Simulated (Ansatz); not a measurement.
Co4Ge:

```xyz
5
Lattice="1.3125 0.7578 9.8626 -1.3125 0.7578 9.8626 0.0000 -1.5155 9.8626" Properties=species:S:1:pos:R:3 pbc="T T T"
Ge    0.0000    0.0000    0.0000
Co    0.0000    0.0000   17.7184
Co    0.0000    0.0000    5.9271
Co    0.0000    0.0000   23.6609
Co    0.0000    0.0000   11.8695
```

The cell comes from a database or a generator and needn't be the stable form of this composition.

Alike in all runs: program Ansatz 0.2.0; functional PBEsol; potentials or basis Ansatz PAW; cutoff 420 eV (not typed: the program's choice for these potentials); k mesh 12 × 12 × 12; occupations fermi-dirac, width 0.05 eV.

Starts and where they ended:

```csv
start,free energy over the lowest (meV/atom),net moment (μB),site or absolute moments (μB),gap
"collinear spin, ferromagnetic start of up to 3.5 μB",0.0,5.90,"Ge -0.03; Co +1.32, +1.78",none (metal or under the smearing width)
"collinear spin, ferromagnetic start of up to 2 μB",0.0,5.90,"Ge -0.03; Co +1.32, +1.78",none (metal or under the smearing width)
"collinear spin, random start of up to 0.87 μB",0.0,5.90,"Ge -0.03; Co +1.32, +1.78",none (metal or under the smearing width)
no spin polarisation,147.1,-,-,none (metal or under the smearing width)
"collinear spin, antiferromagnetic start of up to 2 μB",0.0,5.90,"Ge -0.03; Co +1.32, +1.78",none (metal or under the smearing width)
"collinear spin, ferrimagnetic start of up to 2 μB",0.0,5.90,"Ge -0.03; Co +1.32, +1.78",none (metal or under the smearing width)
```

Allowing spin polarisation gains 147 meV/atom. A still lower state may exist.

Caveats: the magnetic or orbital state may not be the lowest (some runs); the starting moments weren't kept (some runs).
